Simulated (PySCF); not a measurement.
# HfH4: other functionals and bases at one geometry

The task here is to estimate one member of a computed series from the others.

Method: several levels, as the steps say, no spin–orbit coupling; program: PySCF 2.14.0.

1 further run of the same task is left out (for a known fault of the program).

### The starting structure

5 atoms, charge 0, spin multiplicity 1.

Bond lengths: Hf1–H2 1.844 Å, Hf1–H3 1.844 Å, Hf1–H4 1.844 Å, Hf1–H5 1.844 Å. Angles: H2–Hf1–H3 109.5°, H2–Hf1–H4 109.5°, H2–Hf1–H5 109.5°, H3–Hf1–H4 109.5°, H3–Hf1–H5 109.5°, H4–Hf1–H5 109.5°.

Geometry (Å):

```xyz
5
H4Hf
Hf    0.00000    0.00000    0.00000
H     1.06492    1.06492    1.06492
H    -1.06492   -1.06492    1.06492
H     1.06492   -1.06492   -1.06492
H    -1.06492    1.06492   -1.06492
```

Formal oxidation states: Hf +4. An earlier session relaxed this geometry at PBE0, Hf def2-SVP with ECP60, H def2-SVP (singlet, point group Td).

At PBE0 on the finer grid: E = -50.282926 Eh, HOMO -8.39 eV, LUMO -2.05 eV, Mulliken charge on Hf1 +1.17 e, largest force component 0.001 eV/Å. 

Levels to run: r2SCAN; TPSS; PBE0, TZVP. Hardware: 2 threads of Arm Neoverse V1, shared host.

The first run:

File run.py (the lines that set the calculation):

```python
mol = gto.M(atom='''
Hf     0.00000     0.00000     0.00000
H      1.06492     1.06492     1.06492
H     -1.06492    -1.06492     1.06492
H      1.06492    -1.06492    -1.06492
H     -1.06492     1.06492    -1.06492''',
    basis={'Hf': 'def2-SVP', 'H': 'def2-SVP'},
    ecp={'Hf': 'def2-SVP'},
    charge=0, spin=0)
mf = dft.RKS(mol, xc='R2SCAN')
mf.grids.atom_grid = (75, 302)
mf = mf.density_fit()  # fitting sets: Hf def2-universal-JKFIT, H def2-universal-JKFIT
mf.conv_tol = 1e-08; mf.max_cycle = 55
mf.kernel(dm0)  # dm0: the density of the relaxed state
```

Command:

```console
$ OMP_NUM_THREADS=2 python run.py
```

Among the steps run: r2SCAN; TPSS; PBE0, TZVP.

One table of the session follows, with a row left open; its other results are not shown here.

| level | HOMO (eV) | gap (eV) | charge on Hf1 (e) | largest force component (eV/Å) |
| --- | --- | --- | --- | --- |
| PBE0 (relaxed here) | -8.39 | 6.34 | 1.17 | 0.00 |
| r2SCAN | ? | ? | ? | ? |
| TPSS | -7.34 | 4.49 | 1.21 | 0.05 |
| PBE0, TZVP | -8.45 | 6.41 | 0.76 | 0.02 |

**Question.** Estimate the row for r2SCAN.

The run gave: HOMO (eV): -7.41; gap (eV): 4.62; charge on Hf1 (e): 1.19; largest force component (eV/Å): 0.02. In the column «HOMO (eV)» it lies between PBE0 (relaxed here) (-8.39) and TPSS (-7.34).

In one basis the HOMO–LUMO gap runs from 4.49 eV (TPSS) to 6.34 eV (PBE0). The largest leftover force, 0.05 eV/Å with TPSS, stands at a geometry relaxed at another level. Total energies of different levels can't be compared.
